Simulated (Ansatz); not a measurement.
# MnS (F-43m): exchange couplings and spin waves

Aim: map the magnet MnS (F-43m) on a Heisenberg model by the force theorem, and read spin waves, ordering temperature and anisotropy.

Method: DFT LDA, scalar-relativistic, plane waves, PAW, in Ansatz 0.2.0.

## Step 1: The starting structure

Symmetry: F-43m, No. 216, cubic system. Conventional cell: a = 5.600 Å, b = 5.600 Å, c = 5.600 Å, α = 90.00°, β = 90.00°, γ = 90.00°. Around Mn (site symmetry -43m) lie 4 S at 2.42 Å. S (site symmetry -43m) is surrounded by 4 Mn at 2.42 Å.

As a file:

```cif
data_structure
_symmetry_space_group_name_H-M 'P 1'
_symmetry_Int_Tables_number 1
_cell_length_a 3.9598
_cell_length_b 3.9598
_cell_length_c 3.9598
_cell_angle_alpha 60.000
_cell_angle_beta 60.000
_cell_angle_gamma 60.000
_cell_volume 43.90
loop_
_atom_site_label
_atom_site_type_symbol
_atom_site_fract_x
_atom_site_fract_y
_atom_site_fract_z
_atom_site_occupancy
Mn1 Mn 0.00000 0.00000 0.00000 1
S1 S 0.75000 0.75000 0.75000 1
```

The cell is the deposited one, not relaxed. An earlier run on this cell at LDA gave -5.68 GPa at 21.952 Å³/atom (10×10×10 mesh), a metal on this mesh, moments in the atoms' spheres Mn 4.04; S 0.12 μB. The cell is stretched at this level.

## Step 2: Exchange couplings, spin waves and anisotropy by the force theorem

input.yaml

```yaml
crystal:
  lattice:
    - [0.0, 2.8, 2.8]
    - [2.8, 0.0, 2.8]
    - [2.8, 2.8, 0.0]
  atoms:
    - { symbol: Mn, position: [0.0, 0.0, 0.0], spin: 4.45 }
    - { symbol: S, position: [0.75, 0.75, 0.75] }
basis:
  ecutwfc: 420
  ecutrho_ratio: 4
kpoints:
  mp_grid: { grid: [10, 10, 10] }
  band_path:
    path:
      - [[0.0, 0.0, 0.0], [-0.5, -0.5, 0.0], [-0.375, -0.375, 0.25]]
      - [[-0.375, 0.0, 0.375], [0.0, 0.0, 0.0], [0.0, 0.0, 0.5], [-0.5, -0.25, 0.25], [-0.5, -0.5, 0.0]]
    npoints: 6
hamiltonian:
  xc: lda
scf:
  occupations: { method: gaussian, width: 0.05 }
  lower_state_search: "off"
output:
  forces: true
  stress: true
  eigenvalues: true
  populations: true
  eigenstates:
    nscf_kmesh: { grid: [10, 10, 10] }
    top_band: c30
    exchange_couplings: { magnetic: [{ site: 0 }], antisymmetric: true }
    magnetocrystalline_anisotropy: {}
magnetization:
  spin_polarized: true
checkpoint:
  read: start.run
  write: ck
  compress: false
  write_wavefunctions: false
  write_every: 100000
```

start.run is the folder with the converged state of an earlier run on this cell.

Started as:

```console
> ansatz run input.yaml --threads 4 --pin off --max-ram 9216MiB --backend cpu --events-out ev --progress --plain --runs-dir out
```

**Question.** What will these runs give? Wanted: strongest shell; highest spin wave on the path; mean-field ordering temperature; anisotropy.

The runs gave:

| quantity | value |
| --- | --- |
| strongest shell | Mn–Mn at 3.96 Å, J = -31.970 meV × 12 |
| highest spin wave on the path | 0.0 meV |
| mean-field ordering temperature | 1324 K at q = (0.10, -0.50, -0.40) |
| anisotropy | not resolved |

**Reading.** The shell that weighs most is Mn–Mn at 3.96 Å and favours opposed moments. A spin-wave branch goes negative, so this collinear order is unstable against turning the moments. Mean-field theory leaves out fluctuations and tends to put the ordering too high. The program gives no random-phase temperature (state not lowest). The couplings belong to the order typed, which need not be the compound's real one. The anisotropy, 0.0003 meV per cell, is smaller than its spread over meshes, so no easy axis is named.
